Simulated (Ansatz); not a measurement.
Geometry optimisation, Ansatz 0.2.0, DFT PBE-D3(BJ), scalar-relativistic, plane waves, PAW.

The input (input.yaml):

```yaml
crystal:
  lattice:
    - [0.0, 5.43, 5.43]
    - [5.43, 0.0, 5.43]
    - [5.43, 5.43, 0.0]
  atoms:
    - { symbol: Si, position: [0.0, 0.0, 0.0] }
    - { symbol: Si, position: [0.125, 0.125, 0.125] }
    - { symbol: Si, position: [0.0, 0.0, 0.5] }
    - { symbol: Si, position: [0.125, 0.125, 0.625] }
    - { symbol: Si, position: [0.0, 0.5, 0.0] }
    - { symbol: Si, position: [0.125, 0.625, 0.125] }
    - { symbol: Si, position: [0.0, 0.5, 0.5] }
    - { symbol: Si, position: [0.125, 0.625, 0.625] }
    - { symbol: Si, position: [0.5, 0.0, 0.0] }
    - { symbol: Si, position: [0.625, 0.125, 0.125] }
    - { symbol: Si, position: [0.5, 0.0, 0.5] }
    - { symbol: Si, position: [0.625, 0.125, 0.625] }
    - { symbol: Si, position: [0.5, 0.5, 0.0] }
    - { symbol: Si, position: [0.625, 0.625, 0.125] }
    - { symbol: Si, position: [0.5, 0.5, 0.5] }
    - { symbol: Si, position: [0.625, 0.625, 0.625] }
    - { symbol: Ge, position: [0.37175374, 0.88559323, 0.37968295] }
basis:
  ecutwfc: 420.0
kpoints:
  mp_grid: { grid: [2, 2, 2] }
hamiltonian:
  xc: pbe
  dispersion: d3bj
  pseudopotentials: { kind: paw, azcp: { folder: soft_1 } }
scf:
  occupations: { method: gaussian, width: 0.02 }
  lower_state_search: "off"
relax:
  f_tol: 0.03
  max_steps: 60
  adjacent_minimum: "off"
```

Command:

```bash
$ ansatz run input.yaml --threads 1 --pin off --max-ram 3072MiB --backend cpu --events-out ev --progress --plain --runs-dir out
```

Task: Where does it end, and by what steps?

Result: The run converged. The force dipped under the threshold on the way, but the program's further checks kept it going. Limits of this set-up: coarse k mesh, a small cell, in which the defect meets its images. After 10 steps the energy has fallen by 0.381 eV; Ge17 moved furthest, 0.09 Å.

```
step  energy less start (eV)  largest force component (eV/Å)  accepted
   0                  0.0000                           1.344       yes
   1                 -0.3340                           0.441       yes
   2                 -0.3770                           0.099       yes
   3                 -0.3653                           0.243        no
   4                 -0.3802                           0.018       yes
   5                 -0.3806                           0.026       yes
   6                 -0.3802                           0.045        no
   7                 -0.3811                           0.022       yes
   8                 -0.3551                           0.237        no
   9                 -0.3814                           0.012       yes
  10                 -0.3815                           0.007       yes
```

```xyz
17
Lattice="0.0000 5.4300 5.4300 5.4300 0.0000 5.4300 5.4300 5.4300 0.0000" Properties=species:S:1:pos:R:3
Si -0.006 0.007 -0.005
Si 1.363 1.300 1.360
Si 2.744 2.662 -0.047
Si 4.110 4.073 1.360
Si 2.731 0.008 2.725
Si 4.078 1.358 4.075
Si 5.425 2.709 2.725
Si 6.793 4.073 4.020
Si -0.019 2.661 2.768
Si 1.363 4.073 4.129
Si 2.743 5.484 2.767
Si 4.076 6.788 4.075
Si 2.731 2.709 5.425
Si 4.045 4.073 6.790
Si 5.411 5.485 5.382
Si 6.792 6.846 6.789
Ge 6.791 4.073 6.789
```

Whether the end is a true minimum wasn't checked by a vibrational analysis.

Run time: 50 s on 1 thread of Arm Neoverse V2, with other jobs on the host, peak memory 0.55 GiB.
